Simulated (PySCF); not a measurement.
# C₅H₆BBrO: excited states, first hyperpolarisability

Aim: compute the excited states, first hyperpolarisability of C₅H₆BBrO (`CB(C)c1c(Br)c1=O`).

Computed with PySCF 2.14.0 and routines of our own; the level stands in each step. Atoms count from 0.

### Step 1. The starting structure

14 atoms, charge 0, multiplicity 1; geometry from: GFN2-xTB.

### Step 2. Relaxing the molecule at PBE0-D3(BJ)/def2-SVP

The job: settings as JSON, then the geometry in Å.

```
{"job": {"xc": "PBE0", "basis": "def2-SVP", "d3": "d3bj", "grid": 2, "kind": "geom"}, "charge": 0, "multiplicity": 1}
C     -0.974728    -1.404269     0.693534
B     -0.448734    -0.088243     0.001551
C     -1.445204     0.964298    -0.620813
C      1.034204     0.195047    -0.023680
C      2.285988     0.141741    -0.565407
Br     3.202687    -0.508089    -2.043446
C      2.191675     0.800197     0.664701
O      2.614614     1.398092     1.600014
H     -0.253098    -1.874045     1.356220
H     -1.220738    -2.131895    -0.080185
H     -1.892059    -1.231571     1.251342
H     -1.038941     1.485917    -1.484062
H     -1.657274     1.727276     0.128490
H     -2.399070     0.525072    -0.900426
```

Launch:

```bash
$ OMP_NUM_THREADS=1 python excited_run.py task.json out
```

This one command runs all jobs of the session in turn.

What it wrote:

```text
step   0  E = -2867.15312340  max force = 0.027237
step   1  E = -2867.15494549  max force = 0.002736
step   2  E = -2867.15507720  max force = 0.001302
step   3  E = -2867.15516488  max force = 0.002239
step   4  E = -2867.15519506  max force = 0.002124
step   5  E = -2867.15523585  max force = 0.001636
step   6  E = -2867.15525947  max force = 0.001099
step   7  E = -2867.15527088  max force = 0.000744
step   8  E = -2867.15527540  max force = 0.000445
optimisation converged
```

It took 1.7 min on 1 thread of Arm Neoverse V2, shared host; peak memory 0.86 GiB.

Step by step:

```csv
step,energy from step 0 (eV),largest force component (eV/Å)
0,0.0000,1.4006
1,-0.0496,0.1407
2,-0.0532,0.0670
3,-0.0556,0.1151
4,-0.0564,0.1092
5,-0.0575,0.0841
6,-0.0581,0.0565
7,-0.0584,0.0383
8,-0.0586,0.0229
```

Close pairs (by a distance rule), those that changed most:

```csv
bond,before (Å),after (Å),change (Å)
B1–C3,1.510,1.542,+0.032
C0–H9,1.090,1.108,+0.018
C2–H12,1.090,1.108,+0.018
C3–C4,1.365,1.349,-0.016
C0–H10,1.087,1.101,+0.013
C2–H13,1.087,1.100,+0.013
C2–H11,1.087,1.100,+0.012
C0–H8,1.087,1.099,+0.012
```

The end geometry stands in the next job.

```csv
at the end point,value
point group (found at 0.08 Å tolerance),C1
"rotational constants (GHz, main isotopes)","1.815, 0.715, 0.589"
dipole moment (D),3.80
```

### Step 3. Excited states: TDA CAM-B3LYP/def2-TZVP

The job: settings as JSON, then the geometry in Å.

```
{"job": {"kind": "states", "xc": "CAM-B3LYP", "basis": "def2-TZVP", "tda": true, "soc": true, "nstates": 6, "ntriplets": 5, "nquad": 4}, "charge": 0, "multiplicity": 1}
C     -1.078747    -1.323575     0.716322
B     -0.471552    -0.079919    -0.017438
C     -1.360205     1.012621    -0.703597
C      1.058413     0.115652    -0.014969
C      2.317848    -0.033102    -0.473965
Br     3.259594    -0.855036    -1.844609
C      2.198030     0.752485     0.679341
O      2.575175     1.433699     1.584373
H     -0.428597    -1.785714     1.471916
H     -1.240457    -2.081930    -0.075402
H     -2.070585    -1.118447     1.147684
H     -0.899592     1.491003    -1.580207
H     -1.488917     1.812681     0.052099
H     -2.368471     0.652786    -0.956037
```

With the program's defaults for keys left out, this is: TDA CAM-B3LYP/def2-TZVP excited states, vertical, gas phase, spin-orbit mean-field couplings.

What it wrote:

```text
coarse grid: 58424 points
cycle   1  E = -2868.2147292802  dE =  4.343e-01  |g| = 9.491e-01  |ddm| = 3.202e+00
cycle   2  E = -2867.8262704042  dE =  3.885e-01  |g| = 1.731e+00  |ddm| = 3.023e+00
cycle   3  E = -2868.3865512476  dE = -5.603e-01  |g| = 1.576e-01  |ddm| = 2.202e+00
cycle   4  E = -2868.3907060514  dE = -4.155e-03  |g| = 5.847e-02  |ddm| = 1.665e-01
cycle   5  E = -2868.3914141762  dE = -7.081e-04  |g| = 1.184e-02  |ddm| = 6.253e-02
cycle   6  E = -2868.3914541393  dE = -3.996e-05  |g| = 5.851e-03  |ddm| = 2.064e-02
cycle   7  E = -2868.3914645914  dE = -1.045e-05  |g| = 2.148e-03  |ddm| = 1.081e-02
cycle   8  E = -2868.3914664281  dE = -1.837e-06  |g| = 6.755e-04  |ddm| = 5.982e-03
final grid: 123768 points
cycle   9  E = -2868.3914587310  dE = -1.062e-07  |g| = 7.320e-04  |ddm| = 2.860e-03
cycle  10  E = -2868.3914586779  dE =  5.311e-08  |g| = 9.151e-04  |ddm| = 1.400e-03
cycle  11  E = -2868.3914588680  dE = -1.901e-07  |g| = 9.707e-05  |ddm| = 6.179e-04
cycle  12  E = -2868.3914588707  dE = -2.691e-09  |g| = 3.587e-05  |ddm| = 1.645e-04
cycle  13  E = -2868.3914588717  dE = -9.736e-10  |g| = 2.010e-05  |ddm| = 1.657e-04
converged SCF energy = -2868.3914588717

Singlet excitations
state   eV       nm        f     d(h-e)  d(exc)  Lambda  PR(NTO)  |dmu|/D   mu/D   main configurations
  1   4.6997   263.8   0.00015   1.038   2.750   0.463   1.014    2.415    1.662   H->L+1 0.96
  2   4.9994   248.0   0.07589   1.776   3.466   0.454   1.125    5.024    1.617   H->L 0.92
  3   5.5514   223.3   0.00019   1.135   3.286   0.425   1.066    3.859    2.201   H-1->L 0.93
  4   5.8015   213.7   0.00006   0.258   2.348   0.463   1.025    0.567    3.748   H->L+4 0.88
  5   6.3289   195.9   0.06475   0.916   3.192   0.527   1.911                     H->L+2 0.48, H-1->L+1 0.20, H->L+3 0.14
  6   6.4099   193.4   0.04933   0.838   2.949   0.512   1.937                     H-2->L 0.48, H-1->L+1 0.31, H-2->L+2 0.08

Triplet excitations (Tamm-Dancoff)
state   eV     d(h-e)  d(exc)  Lambda  PR(NTO)   main configurations
  1   4.2552   0.982   2.679   0.462   1.014   H->L+1 0.95
  2   4.5070   1.647   3.366   0.450   1.084   H->L 0.92
  3   4.7410   0.542   2.572   0.672   1.069   H-1->L+1 0.86
  4   5.1959   0.737   3.098   0.429   1.141   H-1->L 0.83
  5   5.4091   0.285   2.327   0.462   1.034   H->L+4 0.86
S1 - T1 = 0.4445 eV

Spin-orbit couplings |<S|Hso|T>| (cm-1)
             T1       T2       T3       T4       T5
S0       89.434  203.971   42.624  588.361   94.322
S1        3.560   63.410  159.640    8.109   12.769
S2      126.786    9.388    1.148  244.678   56.246
S3        5.348  225.466  142.137    3.561    7.119
S4       20.935   61.562   46.527    2.540    3.819
S5      201.560   39.980    8.843  218.681  115.289
S6      103.114  255.056   48.108  555.958   33.327
T1 sublevels (cm-1): 0.000 0.643 2.733   radiative rates (1/s): 10.7 1.14e+03 6.96e+03
```

Wall time 89 s (1 thread of Arm Neoverse V2, shared host); peak memory 1.3 GiB.

Key values:

```csv
quantity,value
S1 less T1,0.44 eV
```

### Step 4. Excited states: TDDFT CAM-B3LYP/aug-cc-pVDZ

The job, as its differences from that of step 3:

```diff
@@ -1,2 +1,2 @@
-{"job": {"kind": "states", "xc": "CAM-B3LYP", "basis": "def2-TZVP", "tda": true, "soc": true, "nstates": 6, "ntriplets": 5, "nquad": 4}, "charge": 0, "multiplicity": 1}
+{"job": {"kind": "states", "xc": "CAM-B3LYP", "basis": "aug-cc-pVDZ", "tpa": true, "nstates": 8, "nquad": 6, "ntriplets": 0}, "charge": 0, "multiplicity": 1}
 C     -1.078747    -1.323575     0.716322
```

Method: TDDFT CAM-B3LYP/aug-cc-pVDZ excited states, vertical, gas phase, two-photon moments by quadratic response.

What it wrote:

```text
coarse grid: 58424 points
cycle   1  E = -2868.1157618177  dE =  4.987e-01  |g| = 8.608e-01  |ddm| = 1.030e+01
cycle   2  E = -2867.7499625212  dE =  3.658e-01  |g| = 1.638e+00  |ddm| = 4.459e+00
cycle   3  E = -2868.2789504901  dE = -5.290e-01  |g| = 1.057e-01  |ddm| = 2.880e+00
cycle   4  E = -2868.2812548448  dE = -2.304e-03  |g| = 5.505e-02  |ddm| = 3.516e-01
cycle   5  E = -2868.2820186542  dE = -7.638e-04  |g| = 1.039e-02  |ddm| = 1.407e-01
cycle   6  E = -2868.2820491534  dE = -3.050e-05  |g| = 5.653e-03  |ddm| = 3.699e-02
cycle   7  E = -2868.2820592943  dE = -1.014e-05  |g| = 1.680e-03  |ddm| = 1.694e-02
cycle   8  E = -2868.2820605683  dE = -1.274e-06  |g| = 6.467e-04  |ddm| = 6.915e-03
final grid: 123768 points
cycle   9  E = -2868.2820354598  dE = -9.832e-08  |g| = 6.517e-04  |ddm| = 7.202e-03
cycle  10  E = -2868.2820354356  dE =  2.422e-08  |g| = 7.731e-04  |ddm| = 3.230e-03
cycle  11  E = -2868.2820355755  dE = -1.399e-07  |g| = 7.702e-05  |ddm| = 1.713e-03
cycle  12  E = -2868.2820355775  dE = -1.964e-09  |g| = 3.203e-05  |ddm| = 2.271e-04
cycle  13  E = -2868.2820355782  dE = -7.567e-10  |g| = 1.360e-05  |ddm| = 2.060e-04
converged SCF energy = -2868.2820355782

Singlet excitations
state   eV       nm        f     d(h-e)  d(exc)  Lambda  PR(NTO)  |dmu|/D   mu/D   delta(TPA)   sigma/GM   main configurations
  1   4.6787   265.0   0.00046   1.047   2.792   0.358   1.016    2.475    1.689        0.15      0.001   H->L+2 0.59, H->L+1 0.30
  2   4.9367   251.1   0.07036   1.770   3.513   0.438   1.128    5.084    1.453      239.95      2.142   H->L 0.93
  3   5.4953   225.6   0.00007   1.063   3.314   0.419   1.080    3.530    1.847        1.65      0.018   H-1->L 0.92
  4   5.7346   216.2   0.00005   0.280   2.402   0.433   1.025    0.660    3.786        0.50      0.006   H->L+12 0.83
  5   6.0286   205.7   0.03456   1.025   3.825   0.332   1.214    2.274    3.091      406.49      5.412   H->L+1 0.29, H->L+3 0.28, H->L+2 0.15
  6   6.2681   197.8   0.09774   0.678   3.061   0.462   2.168    1.985    2.935       50.03      0.720   H-1->L+2 0.39, H-2->L 0.23, H-1->L+1 0.20
  7   6.3625   194.9   0.01839   0.827   3.544   0.361   2.038                                            H-2->L 0.25, H->L+6 0.25, H->L+1 0.10
  8   6.4604   191.9   0.00102   0.449   2.901   0.424   1.976                                            H-3->L 0.36, H-1->L+3 0.24, H-1->L+6 0.13
```

Run time: 90 s. Hardware: 1 thread of Arm Neoverse V2, shared host; peak memory 1.2 GiB.

### Step 5. First hyperpolarisability: quadratic response CAM-B3LYP/aug-cc-pVDZ

The job, as its differences from that of step 4:

```diff
@@ -1,2 +1,2 @@
-{"job": {"kind": "states", "xc": "CAM-B3LYP", "basis": "aug-cc-pVDZ", "tpa": true, "nstates": 8, "nquad": 6, "ntriplets": 0}, "charge": 0, "multiplicity": 1}
+{"job": {"kind": "beta", "xc": "CAM-B3LYP", "basis": "aug-cc-pVDZ"}, "charge": 0, "multiplicity": 1}
 C     -1.078747    -1.323575     0.716322
```

With the program's defaults for keys left out, this is: quadratic response CAM-B3LYP/aug-cc-pVDZ first hyperpolarisability, Taylor convention, gas phase.

What it wrote:

```text
coarse grid: 58424 points
cycle   1  E = -2868.1157618177  dE =  4.987e-01  |g| = 8.608e-01  |ddm| = 1.030e+01
cycle   2  E = -2867.7499625212  dE =  3.658e-01  |g| = 1.638e+00  |ddm| = 4.459e+00
cycle   3  E = -2868.2789504901  dE = -5.290e-01  |g| = 1.057e-01  |ddm| = 2.880e+00
cycle   4  E = -2868.2812548448  dE = -2.304e-03  |g| = 5.505e-02  |ddm| = 3.516e-01
cycle   5  E = -2868.2820186542  dE = -7.638e-04  |g| = 1.039e-02  |ddm| = 1.407e-01
cycle   6  E = -2868.2820491534  dE = -3.050e-05  |g| = 5.653e-03  |ddm| = 3.699e-02
cycle   7  E = -2868.2820592943  dE = -1.014e-05  |g| = 1.680e-03  |ddm| = 1.694e-02
cycle   8  E = -2868.2820605683  dE = -1.274e-06  |g| = 6.467e-04  |ddm| = 6.915e-03
final grid: 123768 points
cycle   9  E = -2868.2820354598  dE = -9.832e-08  |g| = 6.517e-04  |ddm| = 7.202e-03
cycle  10  E = -2868.2820354356  dE =  2.422e-08  |g| = 7.731e-04  |ddm| = 3.230e-03
cycle  11  E = -2868.2820355755  dE = -1.399e-07  |g| = 7.702e-05  |ddm| = 1.713e-03
cycle  12  E = -2868.2820355775  dE = -1.964e-09  |g| = 3.203e-05  |ddm| = 2.271e-04
cycle  13  E = -2868.2820355782  dE = -7.567e-10  |g| = 1.360e-05  |ddm| = 2.060e-04
converged SCF energy = -2868.2820355782

Lowest singlets (eV, f): 4.6787 0.0005  4.9367 0.0704  5.4953 0.0001

First hyperpolarisability (au)
process     nm      |vector|   parallel      HRS      DR
static         -      419.44    -211.48     189.35   3.909
shg       1907.0      446.12    -227.02     201.92   3.919
eope      1907.0      428.00    -216.45          -       -
shg       1064.0      517.89    -269.76      236.0   3.947
eope      1064.0      448.12    -228.19          -       -
```

It took 63 s on 1 thread of Arm Neoverse V2, shared host; peak memory 1.2 GiB.

### Step 6. Excited states: TDA CAM-B3LYP/def2-TZVP in dimethylsulfoxide

The job, as its differences from that of step 5:

```diff
@@ -1,2 +1,2 @@
-{"job": {"kind": "beta", "xc": "CAM-B3LYP", "basis": "aug-cc-pVDZ"}, "charge": 0, "multiplicity": 1}
+{"job": {"kind": "states", "xc": "CAM-B3LYP", "basis": "def2-TZVP", "tda": true, "soc": true, "nstates": 6, "ntriplets": 5, "nquad": 4, "solvent": "dimethylsulfoxide"}, "charge": 0, "multiplicity": 1}
 C     -1.078747    -1.323575     0.716322
```

Method: TDA CAM-B3LYP/def2-TZVP excited states, vertical, IEF-PCM dimethylsulfoxide (non-equilibrium response), spin-orbit mean-field couplings.

What it wrote:

```text
coarse grid: 58424 points
cycle   1  E = -2868.2405255535  dE =  4.088e-01  |g| = 9.193e-01  |ddm| = 3.202e+00
cycle   2  E = -2868.0104589550  dE =  2.301e-01  |g| = 1.461e+00  |ddm| = 2.544e+00
cycle   3  E = -2868.3977609746  dE = -3.873e-01  |g| = 1.395e-01  |ddm| = 1.786e+00
cycle   4  E = -2868.4009044070  dE = -3.143e-03  |g| = 4.643e-02  |ddm| = 1.444e-01
cycle   5  E = -2868.4013512502  dE = -4.468e-04  |g| = 8.468e-03  |ddm| = 4.644e-02
cycle   6  E = -2868.4013742355  dE = -2.299e-05  |g| = 4.069e-03  |ddm| = 1.482e-02
cycle   7  E = -2868.4013796218  dE = -5.386e-06  |g| = 1.581e-03  |ddm| = 7.222e-03
final grid: 123768 points
cycle   8  E = -2868.4013719400  dE = -3.360e-07  |g| = 1.765e-03  |ddm| = 4.384e-03
cycle   9  E = -2868.4013715022  dE =  4.378e-07  |g| = 2.338e-03  |ddm| = 2.943e-03
cycle  10  E = -2868.4013727426  dE = -1.240e-06  |g| = 1.194e-04  |ddm| = 1.467e-03
cycle  11  E = -2868.4013727505  dE = -7.923e-09  |g| = 7.978e-05  |ddm| = 2.924e-04
cycle  12  E = -2868.4013727536  dE = -3.140e-09  |g| = 3.325e-05  |ddm| = 3.415e-04
cycle  13  E = -2868.4013727539  dE = -2.133e-10  |g| = 5.721e-06  |ddm| = 3.051e-05
converged SCF energy = -2868.4013727539

Singlet excitations
state   eV       nm        f     d(h-e)  d(exc)  Lambda  PR(NTO)  |dmu|/D   mu/D   main configurations
  1   4.9694   249.5   0.00040   0.951   2.717   0.476   1.013    2.566    2.719   H->L+1 0.96
  2   5.3609   231.3   0.08450   1.569   3.393   0.465   1.130    5.179    1.410   H->L 0.91
  3   5.7693   214.9   0.00043   0.789   3.172   0.457   1.101    3.026    3.062   H-1->L 0.90
  4   5.8873   210.6   0.00009   0.207   2.354   0.488   1.028    0.559    5.017   H->L+4 0.93
  5   6.5004   190.7   0.18270   0.530   3.059   0.620   2.119                     H-1->L+1 0.61, H->L+2 0.17
  6   6.5179   190.2   0.01797   0.540   2.872   0.504   1.817                     H-2->L 0.37, H->L+2 0.37, H-2->L+2 0.12

Triplet excitations (Tamm-Dancoff)
state   eV     d(h-e)  d(exc)  Lambda  PR(NTO)   main configurations
  1   4.5226   0.904   2.649   0.475   1.015   H->L+1 0.94
  2   4.8640   0.889   2.906   0.576   2.033   H-1->L+1 0.48, H->L 0.42
  3   4.9387   0.985   2.978   0.556   2.063   H->L 0.51, H-1->L+1 0.40
  4   5.3649   0.471   2.976   0.459   1.223   H-1->L 0.80
  5   5.5149   0.229   2.342   0.488   1.056   H->L+4 0.91
S1 - T1 = 0.4468 eV

Spin-orbit couplings |<S|Hso|T>| (cm-1)
             T1       T2       T3       T4       T5
S0       86.524  181.604  221.239  618.977  135.092
S1        4.975   81.001  167.698    8.187   13.499
S2      134.970    2.228    1.930  269.540   51.990
S3        6.143  134.421  264.537    3.050    6.803
S4       22.442   50.076   75.713    3.522    4.609
S5      238.166   74.635   86.194  228.292  105.462
S6       48.216  149.665  174.194  562.123   75.770
T1 sublevels (cm-1): 0.000 0.527 3.801   radiative rates (1/s): 19.6 597 5.05e+03
```

It took 92 s on 1 thread of Arm Neoverse V2, shared host; peak memory 1.4 GiB.

Key values:

```csv
quantity,value
S1 less T1,0.45 eV
```

### Step 7. Summary of results

| quantity | value |
| --- | --- |
| point group | C1 |
| rotational constants (main isotopes) | 1.81, 0.72, 0.59 GHz |
| S1 less T1 (step 3, TDA CAM-B3LYP/def2-TZVP) | 0.44 eV |
| β vector (step 5, quadratic response CAM-B3LYP/aug-cc-pVDZ) | static 419, SHG 1907.0 nm 446, SHG 1064.0 nm 518 au |
| S1 less T1 (step 6, TDA CAM-B3LYP/def2-TZVP in dimethylsulfoxide) | 0.45 eV |

What this shows: Over 8 steps the energy fell by 0.059 eV; of the close pairs, B1–C3 changed most, 1.510 to 1.542 Å. Scalar relativity is left out for the heavy atoms. In step 3, the number of triplets below S1 is 2, and the largest singlet-triplet spin-orbit coupling is S0–T4, 588.36 cm⁻¹. Steps that list no spin-orbit terms leave them out, which matters at and beside the heavy atoms. β grows from 419 au (static) to 518 au for doubling at 1064.0 nm: normal dispersion, which grows as twice the photon energy moves toward the bright states. In step 6, the number of triplets below S1 is 3, and the largest singlet-triplet spin-orbit coupling is S0–T4, 618.98 cm⁻¹.
